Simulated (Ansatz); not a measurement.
**Cl₂H₄OSi (built from SMILES O[SiH](Cl)Cl.[H][H]): search for a transition state, part 1 of 2**

Wanted: the transition state of a four-centre ligand exchange (form Si1–H7, O2–H6 and break Si1–O2, H6–H7). The guess is relaxed with those distances held, a saddle search follows, and vibrations and two downhill relaxations check it.

Program: Ansatz 0.2.0, Gaussian basis. Level of theory: PBE0-D4, def2-SVP first, then def2-TZVP. These are calculated values, not measurements.

152 further runs of the same task are left out: 152 set aside as unsound or not needed.

**1. Where the work starts**

The guess: 8 atoms, charge 0, spin multiplicity 1.

Atoms are counted from 1 here; the program's logs count them from 0.

Bond lengths: Si1–O2 1.776 Å, Si1–Cl3 2.032 Å, Si1–Cl4 2.031 Å, Si1–H5 1.474 Å, O2–H6 1.176 Å, O2–H8 0.975 Å. Angles: O2–Si1–Cl3 118.0°, O2–Si1–Cl4 117.7°, O2–Si1–H5 93.5°, Cl3–Si1–Cl4 120.0°, Cl3–Si1–H5 98.6°, Cl4–Si1–H5 98.6°, Si1–O2–H6 89.0°, Si1–O2–H8 129.4°, H6–O2–H8 141.5°.

Coordinates:

```xyz
8
charge 0, multiplicity 1
Si   -0.4339   -0.1580   -0.3837
O     0.8728    0.7217    0.4363
Cl    0.0742   -1.7154   -1.5854
Cl   -2.2913   -0.0695    0.4339
H    -0.6010    0.8752   -1.4219
H     0.9370   -0.1483    1.2243
H     0.1681   -1.0884    1.0815
H     1.2741    1.5826    0.2150
```

Distances that are to change: Si1–H7 1.84 Å, O2–H6 1.18 Å, Si1–O2 1.78 Å, H6–H7 1.22 Å.

**2. Relaxing the guess with the reacting distances held**

hold/in.yaml

```yaml
crystal:
  periodic: [false, false, false]
  atoms:
    - {symbol: Si, position_ang: [-0.433900, -0.158000, -0.383700]}
    - {symbol: O, position_ang: [0.872800, 0.721700, 0.436300]}
    - {symbol: Cl, position_ang: [0.074200, -1.715400, -1.585400]}
    - {symbol: Cl, position_ang: [-2.291300, -0.069500, 0.433900]}
    - {symbol: H, position_ang: [-0.601000, 0.875200, -1.421900]}
    - {symbol: H, position_ang: [0.937000, -0.148300, 1.224300]}
    - {symbol: H, position_ang: [0.168100, -1.088400, 1.081500]}
    - {symbol: H, position_ang: [1.274100, 1.582600, 0.215000]}
basis:
  gaussian: {orbitals: def2-SVP}
hamiltonian: {xc: pbe0, dispersion: d4}
relax: {f_tol: 0.04, max_steps: 150, escape_saddle: false, constraints: [{distance: [0, 6]}, {distance: [1, 5]}, {distance: [0, 1]}, {distance: [5, 6]}]}
```

Started as:

```console
> ansatz run in.yaml --threads 4 --pin off --events-out ev --progress --plain --max-ram 9574MiB
```

Log (excerpt; [...] marks lines left out):

```text
Functional definition: PBE0
  name "PBE0"
  cite "Adamo & Barone, J. Chem. Phys. 110, 6158 (1999) doi:10.1063/1.478522"
  cite "Perdew, Burke & Ernzerhof, Phys. Rev. Lett. 77, 3865 (1996) doi:10.1103/PhysRevLett.77.3865"
  parent pbe
[...]
879 factors; integrals over basis functions are off by at most 3.2e-4 eV
[...]
mean field -35010.13660913 eV, -1286.5987896626 hartree, gradient 1.8e-5 eV, S^2 0.000000; 0 other end points of the search recorded, 0 dependent functions left out
[...]
reference -35010.13663138 eV, -1286.5987904802 hartree; 30, 30 occupied and 58, 58 virtual orbitals, 879 factors
relax step   1: F+E_penalty+E_count = -35010.31302764 eV  Δ(F+E_penalty+E_count) = +0.000e0 eV  max|allowed force component| = 7.451e-1 eV/Å  Δτ_max = 0.0000 Å  (23 SCF iters, accepted)
[...]
relax step   4: F+E_penalty+E_count = -35010.40742533 eV  Δ(F+E_penalty+E_count) = -5.167e-4 eV  max|allowed force component| = 4.243e-2 eV/Å  Δτ_max = 0.0047 Å  (21 SCF iters, accepted)
[...]
relax step   5: F+E_penalty+E_count = -35010.40764647 eV  Δ(F+E_penalty+E_count) = -2.211e-4 eV  max|allowed force component| = 3.407e-2 eV/Å  Δτ_max = 0.0057 Å  (22 SCF iters, accepted)
  distance Si 0 - H 6 held at 1.837079 Å   reaction = +4.3326e-1 eV/Å
  distance O 1 - H 5 held at 1.175570 Å   reaction = +5.4326e-1 eV/Å
  distance Si 0 - O 1 held at 1.775876 Å   reaction = -3.7509e-1 eV/Å
  distance H 5 - H 6 held at 1.222860 Å   reaction = +1.0853e0 eV/Å
879 factors; integrals over basis functions are off by at most 3.4e-4 eV
mean field -35010.23268570 eV, -1286.6023204115 hartree, gradient 1.1e-5 eV, S^2 0.000000; 1 other end points of the search recorded, 0 dependent functions left out
[...]
reference -35010.23270772 eV, -1286.6023212207 hartree; 30, 30 occupied and 58, 58 virtual orbitals, 879 factors
Total energy: -35010.40766849 eV, -1286.6087509104 hartree
Atom 0 at    -0.411323    -0.133037    -0.378850 Å, force    -0.163766    -0.439814     0.174657 eV/Å
Atom 1 at     0.896443     0.761555     0.423141 Å, force     0.259448    -0.246664     0.494366 eV/Å
Atom 2 at     0.077239    -1.766121    -1.559565 Å, force     0.005460    -0.010199    -0.010223 eV/Å
Atom 3 at    -2.301935    -0.108590     0.472563 Å, force    -0.022529     0.005739     0.003980 eV/Å
Atom 4 at    -0.594022     0.901164    -1.436080 Å, force    -0.002066     0.002773    -0.004257 eV/Å
Atom 5 at     0.881262    -0.154296     1.159994 Å, force    -0.657488    -0.426398    -0.410697 eV/Å
Atom 6 at     0.134959    -1.118991     1.071782 Å, force     0.546870     1.083980    -0.263860 eV/Å
Atom 7 at     1.317375     1.618215     0.247015 Å, force     0.034070     0.030581     0.016034 eV/Å
Dipole moment:     0.616198     0.636763     0.213572 e Å
```

Run time: 6 s. Hardware: 4 threads of Arm Neoverse V2, shared host.

The steps of the relaxation:

```csv
step,energy from step 1 (eV),largest force component (eV/Å)
1,0.0000,0.7451
2,-0.0832,0.2220
3,-0.0939,0.1056
4,-0.0944,0.0424
5,-0.0946,0.0341
```

Close pairs (by a distance rule), those that changed most:

```csv
bond,before (Å),after (Å),change (Å)
Si1–Cl4,2.031,2.074,+0.042
Si1–Cl3,2.032,2.074,+0.042
Si1–H5,1.474,1.490,+0.016
O2–H8,0.975,0.971,-0.005
Si1–O2,1.776,1.776,-0.000
O2–H6,1.176,1.176,-0.000
```

**3. A starting Hessian**

hessian/in.yaml

```yaml
crystal:
  periodic: [false, false, false]
  atoms:
    - {symbol: Si, position_ang: [-0.411323, -0.133037, -0.378850]}
    - {symbol: O, position_ang: [0.896443, 0.761555, 0.423141]}
    - {symbol: Cl, position_ang: [0.077239, -1.766121, -1.559565]}
    - {symbol: Cl, position_ang: [-2.301935, -0.108590, 0.472563]}
    - {symbol: H, position_ang: [-0.594022, 0.901164, -1.436080]}
    - {symbol: H, position_ang: [0.881262, -0.154296, 1.159994]}
    - {symbol: H, position_ang: [0.134959, -1.118991, 1.071782]}
    - {symbol: H, position_ang: [1.317375, 1.618215, 0.247015]}
basis:
  gaussian: {orbitals: def2-SVP}
hamiltonian: {xc: pbe0, dispersion: d4}
phonons: {}
scf: {lower_state_search: off}
```

Started as:

```console
> ansatz run in.yaml --threads 4 --pin off --events-out ev --progress --plain --max-ram 9574MiB
```

Log (excerpt; [...] marks lines left out):

```text
[... 5 set-up lines as earlier in the session ...]
[...]
880 factors; integrals over basis functions are off by at most 2.9e-4 eV
[...]
mean field -35010.23268132 eV, -1286.6023202506 hartree, gradient 4.1e-6 eV, S^2 0.000000; 0 other end points of the search recorded, 0 dependent functions left out
[...]
reference -35010.23270334 eV, -1286.6023210595 hartree; 30, 30 occupied and 58, 58 virtual orbitals, 880 factors
[... from here to the last solve, the lines of the solves are left out (47 solves) ...]
880 factors; integrals over basis functions are off by at most 2.9e-4 eV
mean field -35010.23263051 eV, -1286.6023183831 hartree, gradient 7.5e-7 eV, S^2 0.000000; 0 other end points of the search recorded, 0 dependent functions left out
[...]
WARN: phonons: modes at or below zero, which the zero-point energy, F, S and C_V leave out: 2, the lowest at -1580.77 cm⁻¹. A minimum has none, and a first-order saddle one
[...]
Atom 0 at    -0.411323    -0.133037    -0.378850 Å, force    -0.163731    -0.439910     0.174796 eV/Å
Atom 1 at     0.896443     0.761555     0.423141 Å, force     0.259452    -0.246582     0.494301 eV/Å
Atom 2 at     0.077239    -1.766121    -1.559565 Å, force     0.005416    -0.010158    -0.010253 eV/Å
Atom 3 at    -2.301935    -0.108590     0.472563 Å, force    -0.022522     0.005750     0.003909 eV/Å
Atom 4 at    -0.594022     0.901164    -1.436080 Å, force    -0.002061     0.002780    -0.004259 eV/Å
Atom 5 at     0.881262    -0.154296     1.159994 Å, force    -0.657501    -0.426430    -0.410678 eV/Å
Atom 6 at     0.134959    -1.118991     1.071782 Å, force     0.546891     1.083986    -0.263847 eV/Å
Atom 7 at     1.317375     1.618215     0.247015 Å, force     0.034056     0.030564     0.016030 eV/Å
Dipole moment:     0.616199     0.636764     0.213571 e Å
Vibrations: -1580.77 -181.97 138.28 142.79 371.14 435.61 602.34 639.63 713.06 799.64 889.99 962.74 1021.73 1242.40 1464.45 1958.68 2239.24 3770.89 cm⁻¹, zero-point energy 1.078205 eV
Checks for a lower state left out: stability, starts, cluster_reference, orbital_swaps, neighbouring_geometries, increment
```

It took 28 s on 4 threads of Arm Neoverse V2, shared host.

The structure is not stationary yet, so these wavenumbers are no spectrum; the search needs only the force constants.

**4. Saddle search in the small basis**

The search itself is an outer loop (partitioned rational-function steps, Bofill update of the Hessian). Each step is one single-point run with forces. It stops when the largest force is under 0.04 eV/Å and the followed curvature is negative. The first step's input:

presaddle/in.yaml

```yaml
crystal:
  periodic: [false, false, false]
  atoms:
    - {symbol: Si, position_ang: [-0.411323, -0.133037, -0.378850]}
    - {symbol: O, position_ang: [0.896443, 0.761555, 0.423141]}
    - {symbol: Cl, position_ang: [0.077239, -1.766121, -1.559565]}
    - {symbol: Cl, position_ang: [-2.301935, -0.108590, 0.472563]}
    - {symbol: H, position_ang: [-0.594022, 0.901164, -1.436080]}
    - {symbol: H, position_ang: [0.881262, -0.154296, 1.159994]}
    - {symbol: H, position_ang: [0.134959, -1.118991, 1.071782]}
    - {symbol: H, position_ang: [1.317375, 1.618215, 0.247015]}
basis:
  gaussian: {orbitals: def2-SVP}
hamiltonian: {xc: pbe0, dispersion: d4}
output: {forces: true}
scf: {lower_state_search: off}
```

Started as:

```console
> ansatz run in.yaml --threads 4 --pin off --events-out ev --progress --plain --max-ram 9574MiB
```

Step by step:

```
step   energy (eV)  largest force (eV/Å)  followed curvature (eV/Å²)
   1  -35010.40764                1.0840                      -13.11
   2  -35010.53127                0.2568                      -13.15
   3  -35010.53509                0.1766                      -13.19
   4  -35010.53696                0.1241                      -13.17
   5  -35010.53710                0.7941                      -13.17
   6  -35010.54404                0.3497                      -13.17
   7  -35010.54879                0.2774                      -13.12
   8  -35010.52519                0.8336                      -13.14
   9  -35010.52036                0.9008                      -13.16
  10  -35010.53595                0.3797                      -13.17
  11  -35010.54171                0.2253                      -13.17
  12  -35010.54654                0.3483                      -13.19
  13  -35010.54936                0.2588                      -13.18
  14  -35010.55110                0.2752                      -13.18
  15  -35010.54976                0.3842                      -13.18
  16  -35010.51447                1.7864                      -13.36
  17  -35010.55226                0.1881                      -13.37
  18  -35010.55281                0.0828                      -13.41
  19  -35010.55400                0.1628                      -13.43
  20  -35010.55443                0.0211                      -13.43
```

The 20 steps took 13 s in all (4 threads of Arm Neoverse V2, shared host).

**5. Saddle search in triple zeta**

The search itself is an outer loop (partitioned rational-function steps, Bofill update of the Hessian). Each step is one single-point run with forces. It stops when the largest force is under 0.01 eV/Å and the followed curvature is negative. The first step's input:

saddle/in.yaml

```yaml
crystal:
  periodic: [false, false, false]
  atoms:
    - {symbol: Si, position_ang: [-0.365261, -0.183676, -0.399359]}
    - {symbol: O, position_ang: [1.043275, 0.735988, 0.361716]}
    - {symbol: Cl, position_ang: [-0.026457, -1.877461, -1.550986]}
    - {symbol: Cl, position_ang: [-2.211463, -0.000398, 0.541329]}
    - {symbol: H, position_ang: [-0.534495, 0.823722, -1.482244]}
    - {symbol: H, position_ang: [0.804076, -0.150390, 1.076195]}
    - {symbol: H, position_ang: [0.194175, -1.042415, 0.950936]}
    - {symbol: H, position_ang: [1.096150, 1.694530, 0.502413]}
basis:
  gaussian: {orbitals: def2-TZVP}
hamiltonian: {xc: pbe0, dispersion: d4}
output: {forces: true}
scf: {lower_state_search: off}
```

Started as:

```console
> ansatz run in.yaml --threads 4 --pin off --events-out ev --progress --plain --max-ram 9574MiB
```

The driver's record:

```csv
step,energy (eV),largest force (eV/Å),followed curvature (eV/Å²)
1,-35024.73834,0.2440,-13.43
2,-35024.75127,0.0740,-13.40
3,-35024.75290,0.1499,-13.43
4,-35024.75500,0.2042,-13.43
5,-35024.75576,0.0871,-13.45
6,-35024.75596,0.0957,-13.45
7,-35024.75610,0.0144,-13.49
8,-35024.75615,0.0475,-13.51
9,-35024.75617,0.0222,-13.51
10,-35024.75626,0.0150,-13.50
11,-35024.75627,0.0110,-13.48
12,-35024.75628,0.0056,-13.48
```

The 12 steps took 19 s in all (4 threads of Arm Neoverse V2, shared host).

Geometry at the end of the search:

```xyz
8
charge 0, multiplicity 1
Si   -0.34193   -0.18409   -0.39984
O     1.06107    0.73290    0.33636
Cl   -0.04489   -1.87963   -1.53513
Cl   -2.15847    0.05864    0.55513
H    -0.50963    0.79919   -1.49252
H     0.81523   -0.14736    1.04390
H     0.20028   -1.04987    0.93577
H     0.97834    1.67013    0.55633
```

Followed mode, largest move set to 1: H6 (0.46, 0.89, -0.08); H7 (-0.33, -0.11, -0.32); Si1 (-0.14, -0.37, 0.12); H8 (0.11, -0.08, 0.24).

**6. Vibrations at the point found**

vib/in.yaml

```yaml
crystal:
  periodic: [false, false, false]
  atoms:
    - {symbol: Si, position_ang: [-0.341931, -0.184094, -0.399838]}
    - {symbol: O, position_ang: [1.061074, 0.732900, 0.336362]}
    - {symbol: Cl, position_ang: [-0.044892, -1.879634, -1.535125]}
    - {symbol: Cl, position_ang: [-2.158469, 0.058644, 0.555129]}
    - {symbol: H, position_ang: [-0.509632, 0.799189, -1.492524]}
    - {symbol: H, position_ang: [0.815231, -0.147360, 1.043895]}
    - {symbol: H, position_ang: [0.200279, -1.049874, 0.935770]}
    - {symbol: H, position_ang: [0.978340, 1.670129, 0.556331]}
basis:
  gaussian: {orbitals: def2-TZVP}
hamiltonian: {xc: pbe0, dispersion: d4}
phonons: {temperatures: {t_min: 298.15, t_max: 900, t_step: 200}}
```

Started as:

```console
> ansatz run in.yaml --threads 4 --pin off --events-out ev --progress --plain --max-ram 9574MiB
```

Log (excerpt; [...] marks lines left out):

```text
[... 5 set-up lines as earlier in the session ...]
[...]
1131 factors; their error is unknown
[...]
mean field -35024.58874166 eV, -1287.1298957372 hartree, gradient 1.9e-5 eV, S^2 0.000000; 0 other end points of the search recorded, 0 dependent functions left out
[...]
reference -35024.58876969 eV, -1287.1298967672 hartree; 30, 30 occupied and 136, 136 virtual orbitals, 1131 factors
[... from here to the last solve, the lines of the solves are left out (47 solves) ...]
1131 factors; their error is unknown
mean field -35024.58872656 eV, -1287.1298951822 hartree, gradient 1.6e-6 eV, S^2 0.000000; 0 other end points of the search recorded, 0 dependent functions left out
[...]
WARN: phonons: modes at or below zero, which the zero-point energy, F, S and C_V leave out: 1, the lowest at -1331.57 cm⁻¹. A minimum has none, and a first-order saddle one
[...]
Total energy: -35024.75627600 eV, -1287.1360525107 hartree
Atom 0 at    -0.341931    -0.184094    -0.399838 Å, force    -0.000503     0.000081    -0.000006 eV/Å
Atom 1 at     1.061074     0.732900     0.336362 Å, force     0.001941     0.005615    -0.000692 eV/Å
Atom 2 at    -0.044892    -1.879634    -1.535125 Å, force    -0.000068    -0.000040     0.000396 eV/Å
Atom 3 at    -2.158469     0.058644     0.555129 Å, force    -0.001523    -0.001096    -0.000251 eV/Å
Atom 4 at    -0.509632     0.799189    -1.492524 Å, force     0.000038     0.000199     0.000156 eV/Å
Atom 5 at     0.815231    -0.147360     1.043895 Å, force     0.000053    -0.000315     0.000433 eV/Å
Atom 6 at     0.200279    -1.049874     0.935770 Å, force    -0.000693     0.000029     0.000190 eV/Å
Atom 7 at     0.978340     1.670129     0.556331 Å, force     0.000756    -0.004474    -0.000224 eV/Å
Dipole moment:     0.383418     0.536480     0.336097 e Å
Vibrations: -1331.57 83.42 128.85 360.01 407.28 430.55 569.57 616.22 674.36 851.57 906.16 983.38 1098.10 1333.35 1798.07 2033.54 2229.89 3801.12 cm⁻¹, zero-point energy 1.134792 eV
```

It took 67 s on 4 threads of Arm Neoverse V2, shared host.

Wavenumbers and character of the modes:

| mode | wavenumber (cm⁻¹) | character |
| --- | --- | --- |
| 1 | 1332i | changes Si1–H7, O2–H6, H6–H7 |
| 2 | 83 | bend |
| 3 | 129 | bend |
| 4 | 360 | torsion with bend |
| 5 | 407 | torsion with bend |
| 6 | 431 | Si–Cl stretch |
| 7 | 570 | Si–Cl stretch |
| 8 | 616 | bend with torsion |
| 9 | 674 | Si–O stretch with bend |
| 10 | 852 | bend with torsion |
| 11 | 906 | bend with torsion |
| 12 | 983 | bend |
| 13 | 1098 | bend with Si–H stretch |
| 14 | 1333 | bend |
| 15 | 1798 | bend with Si–H stretch |
| 16 | 2034 | O–H stretch with bend |
| 17 | 2230 | Si–H stretch |
| 18 | 3801 | O–H stretch |

Vibrational sums (real modes only):

| T (K) | entropy (J/mol/K) | heat capacity (J/mol/K) |
| --- | --- | --- |
| 298 | 47.9 | 55.2 |
| 498 | 83.0 | 81.6 |
| 698 | 113.4 | 98.0 |
| 898 | 139.4 | 108.7 |

**7. Relaxing after a step of 0.30 Å one way along the mode**

downa/in.yaml

```yaml
crystal:
  periodic: [false, false, false]
  atoms:
    - {symbol: Si, position_ang: [-0.382883, -0.293729, -0.363597]}
    - {symbol: O, position_ang: [1.078836, 0.690798, 0.370087]}
    - {symbol: Cl, position_ang: [-0.053197, -1.908972, -1.587528]}
    - {symbol: Cl, position_ang: [-2.211717, 0.067871, 0.548080]}
    - {symbol: H, position_ang: [-0.495642, 0.762187, -1.455689]}
    - {symbol: H, position_ang: [0.951876, 0.118613, 1.019672]}
    - {symbol: H, position_ang: [0.102385, -1.083676, 0.841068]}
    - {symbol: H, position_ang: [1.010344, 1.646808, 0.627907]}
basis:
  gaussian: {orbitals: def2-TZVP}
hamiltonian: {xc: pbe0, dispersion: d4}
relax: {f_tol: 0.005, max_steps: 200}
```

Started as:

```console
> ansatz run in.yaml --threads 4 --pin off --events-out ev --progress --plain --max-ram 9574MiB
```

Log (excerpt; [...] marks lines left out):

```text
[... 5 set-up lines as earlier in the session ...]
[...]
1131 factors; their error is unknown
[...]
mean field -35024.52243574 eV, -1287.1274590394 hartree, gradient 2.7e-5 eV, S^2 0.000000; 0 other end points of the search recorded, 0 dependent functions left out
[...]
reference -35024.52246342 eV, -1287.1274600566 hartree; 30, 30 occupied and 136, 136 virtual orbitals, 1131 factors
relax step   1: F+E_penalty+E_count = -35024.68596613 eV  Δ(F+E_penalty+E_count) = +0.000e0 eV  max|allowed force component| = 6.160e0 eV/Å  Δτ_max = 0.0000 Å  (28 SCF iters, accepted)
[...]
reference -35026.13480724 eV, -1287.1867125992 hartree; 30, 30 occupied and 136, 136 virtual orbitals, 1131 factors
Total energy: -35026.28805363 eV, -1287.1923443000 hartree
Atom 0 at    -0.438714    -0.724653    -0.648095 Å, force     0.000111    -0.000448    -0.000420 eV/Å
Atom 1 at     1.188391     1.075474     0.844677 Å, force     0.000013     0.000051     0.000072 eV/Å
Atom 2 at    -1.339266    -2.110912    -1.870510 Å, force     0.000414     0.000389     0.000272 eV/Å
Atom 3 at    -1.916398     0.113975     0.506532 Å, force    -0.000453    -0.000075     0.000010 eV/Å
Atom 4 at     0.144832     0.294088    -1.533666 Å, force    -0.000233    -0.000031     0.000116 eV/Å
Atom 5 at     1.050361     0.871029     1.773385 Å, force     0.000263     0.000069    -0.000091 eV/Å
Atom 6 at     0.501167    -1.469493     0.203130 Å, force    -0.000311    -0.000078     0.000009 eV/Å
Atom 7 at     0.809629     1.950392     0.724547 Å, force     0.000197     0.000124     0.000031 eV/Å
Dipole moment:     0.230837     0.414352     0.380790 e Å
```

Run time: 41 s. Hardware: 4 threads of Arm Neoverse V2, shared host.

Step by step:

| step | energy from step 1 (eV) | largest force component (eV/Å) |
| --- | --- | --- |
| 1 | 0.0000 | 6.1597 |
| 2 | -0.5816 | 0.9422 |
| 3 | -0.6648 | 1.0042 |
| 4 | -0.9000 | 0.9373 |
| 5 | -1.0820 | 1.2466 |
| 6 | -1.2917 | 1.0835 |
| 7 | -1.4592 | 0.5980 |
| 8 | -1.5250 | 0.4236 |
| 9 | -1.5509 | 0.2175 |
| 10 | -1.5718 | 0.3412 |
| 11 | -1.5765 | 0.4986 |
| 12 | -1.5927 | 0.3083 |
| 13 | -1.6006 | 0.0263 |
| 14 | -1.6011 | 0.0748 |
| 15 | -1.6013 | 0.0633 |
| 16 | -1.6019 | 0.0069 |
| 17 | -1.6016 | 0.0924 |
| 18 | -1.6020 | 0.0104 |
| 19 | -1.6020 | 0.0130 |
| 20 | -1.6021 | 0.0005 |

Close pairs (by a distance rule), those that changed most:

```
   bond  before (Å)  after (Å)  change (Å)
 Si1–O2       1.909      2.849      +0.940
  O2–H6       0.875      0.961      +0.086
 Si1–H5       1.523      1.471      -0.053
 Si1–H7       1.520      1.471      -0.049
  O2–H8       0.993      0.961      -0.032
Si1–Cl4       2.075      2.054      -0.021
Si1–Cl3       2.053      2.056      +0.003
```

(Continued in part 2 of 2.)
